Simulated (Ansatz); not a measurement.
# LaAlSi: the cost of one run

Method: DFT LDA, scalar-relativistic, plane waves, PAW, in Ansatz 0.2.0.

### 1 The structure to begin with

Symmetry: I4_1md, No. 109, tetragonal system. The conventional cell has a = 4.242 Å, b = 4.242 Å, c = 14.517 Å, α = 90.00°, β = 90.00°, γ = 90.00°. Around La (site symmetry 2mm) lie 6 Al at 3.21 to 3.24 Å and 6 Si at 3.22 to 3.23 Å. Al (site symmetry 2mm) is surrounded by 3 Si at 2.42 to 2.44 Å. Si (site symmetry 2mm) has 3 Al at 2.42 to 2.44 Å and 6 La at 3.22 to 3.23 Å as nearest neighbours.

As a file:

```xyz
6
Lattice="-2.1209 2.1209 7.2585 2.1209 -2.1209 7.2585 2.1209 2.1209 -7.2585" Properties=species:S:1:pos:R:3 pbc="T T T"
La    2.1209    0.0000    5.4407
La    0.0000    0.0000    9.0699
Al    0.0000    0.0000    3.0248
Al    0.0000    2.1209    6.6541
Si    0.0000    2.1209    4.2368
Si    0.0000    0.0000    0.6076
```

It goes back to an entry of the Materials Project, which need not be the stable form.

This cell was relaxed beforehand with the same method: volume 21.77 Å³/atom, gap on the mesh none (metal).

### 2 Static run: bands, density of states and charges

File input.yaml:

```yaml
crystal:
  lattice:
    - [-2.1209407786, 2.1209407786, 7.258483063]
    - [2.1209407786, -2.1209407786, 7.258483063]
    - [2.1209407786, 2.1209407786, -7.258483063]
  atoms:
    - { symbol: La, position: [0.3747806506, 0.8747806506, 0.5] }
    - { symbol: La, position: [0.6247806506, 0.6247806506, 0.0] }
    - { symbol: Al, position: [0.2083658579, 0.2083658579, 0.0] }
    - { symbol: Al, position: [0.9583658579, 0.4583658579, 0.5] }
    - { symbol: Si, position: [0.7918524916, 0.2918524916, 0.5] }
    - { symbol: Si, position: [0.0418524916, 0.0418524916, 0.0] }
basis:
  ecutwfc: 420
kpoints:
  mp_grid: { grid: [12, 12, 12] }
  band_path:
    path:
      - [[0.0, 0.0, 0.0], [0.0, 0.0, 0.5], [0.25, 0.25, 0.25], [0.0, 0.5, 0.0], [0.0, 0.0, 0.0], [0.5, 0.5, -0.5], [0.27134545, 0.72865455, -0.27134545]]
      - [[-0.27134545, 0.27134545, 0.27134545], [0.0, 0.0, 0.0]]
      - [[0.0, 0.0, 0.5], [-0.0426909, 0.0426909, 0.5]]
      - [[0.5, 0.5, -0.0426909], [0.5, 0.5, -0.5]]
    npoints: 14
hamiltonian:
  xc: lda
scf:
  occupations: { method: gaussian, width: 0.1 }
  n_extra_bands: 15
output:
  forces: true
  stress: true
  eigenvalues: true
  populations: true
  dos: { projected: true, de: 0.02, nscf_kmesh: { grid: [18, 18, 18] } }
  bader: true
  write_density: true
  write_potential: true
  elf: true
  volumetric_format: npy
```

Started as:

```console
> ansatz run input.yaml --threads 4 --pin off --max-ram 10240MiB --backend cpu --events-out ev --progress --plain --runs-dir out
```

What time and memory should one allow on 4 threads of Intel Xeon at 2.50GHz (Skylake/Cascade Lake), shared host?

About 3.3 min, with a peak of 1.4 GiB.
